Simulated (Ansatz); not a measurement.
# K4CuPb: the cost of one run

Program: Ansatz 0.2.0. Level of theory: DFT PBE, scalar-relativistic, plane waves, PAW. These are calculated values, not measurements.

## 1. The starting structure

It takes space group P6/mmm (No. 191, hexagonal). Conventional cell: a = 4.392 Å, b = 4.392 Å, c = 9.546 Å, α = 90.00°, β = 90.00°, γ = 120.00°. K (site symmetry 3m) has 3 K at 2.54 Å as nearest neighbours. Cu (site symmetry 6/mmm) has 12 K at 3.52 Å as nearest neighbours. Pb (site symmetry 6/mmm) is surrounded by 12 K at 3.45 Å.

Structure file:

```
CELL_PARAMETERS angstrom
4.39231 0.00000 0.00000
-2.19615 3.80385 0.00000
0.00000 0.00000 9.54563
ATOMIC_POSITIONS crystal
K 0.33333 0.66667 0.74444
K 0.33333 0.66667 0.25556
K 0.66667 0.33333 0.74444
K 0.66667 0.33333 0.25556
Cu 0.00000 0.00000 0.00000
Pb 0.00000 0.00000 0.50000
```

A structure generator made this guess: species swapped into a database cell of HfTaB4 (P6/mmm, No. 191), with Cu on the Hf sites, Pb on the Ta sites and K on the B sites. The dimensions are guesses.

## 2. Probe: one point on a coarse mesh

input.yaml

```yaml
crystal:
  lattice:
    - [4.3923095, 0.0, 0.0]
    - [-2.19615475, 3.80385161, 0.0]
    - [0.0, 0.0, 9.54562756]
  atoms:
    - { symbol: K, position: [0.33333333, 0.66666667, 0.74444085] }
    - { symbol: K, position: [0.33333333, 0.66666667, 0.25555915] }
    - { symbol: K, position: [0.66666667, 0.33333333, 0.74444085] }
    - { symbol: K, position: [0.66666667, 0.33333333, 0.25555915] }
    - { symbol: Cu, position: [0.0, 0.0, 0.0] }
    - { symbol: Pb, position: [0.0, 0.0, 0.5] }
basis:
  ecutwfc: 420
kpoints:
  mp_grid: { grid: [6, 6, 2] }
hamiltonian:
  xc: pbe
scf:
  occupations: { method: gaussian, width: 0.1 }
  lower_state_search: "off"
output:
  forces: true
  stress: true
  eigenvalues: true
```

The run is started by

```bash
ansatz run input.yaml --threads 1 --pin off --max-ram 2560MiB --backend cpu --events-out ev --progress --plain --runs-dir out
```

What time and memory should one allow on 1 thread of Arm Neoverse V1, shared host?

About 8 s, with a peak of 0.43 GiB.
